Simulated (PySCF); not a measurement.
# CrO4: the cost of one run

Computed with PySCF 2.14.0, with density-fitted response routines of our own, on a single molecule, in the gas phase or a continuum. Atoms are numbered from 0 throughout.

### 1 The starting structure

5 atoms, charge -2, multiplicity 1; geometry from: GFN2-xTB. The atoms were then displaced at random by about 0.01 Å, so the start is not that level's minimum.

Bonds of the start (Å): O0–Cr1 1.61, Cr1–O2 1.64, Cr1–O3 1.64, Cr1–O4 1.64.

### 2 Optimising the geometry at PBE0-D3(BJ)/def2-SVP

Job settings and geometry (Å):

```
{"job": {"xc": "PBE0", "basis": "def2-SVP", "d3": "d3bj", "grid": 1, "shake": 0.01, "kind": "geom"}, "charge": -2, "multiplicity": 1}
O     -0.435750     1.351200    -0.751910
Cr    -0.003970    -0.003930    -0.005720
O     -1.113020    -1.177120    -0.312480
O      0.123030     0.266090     1.603090
O      1.463290    -0.470210    -0.570880
```

On the command line:

```bash
$ OMP_NUM_THREADS=1 python probes_run.py task.json out
```

One launch serves the whole session: the jobs run in the order shown.

Q: Estimate the wall time and peak memory of this first job on 1 thread of Arm Neoverse V2, shared host.

About 15 s, with a peak of 0.37 GiB.
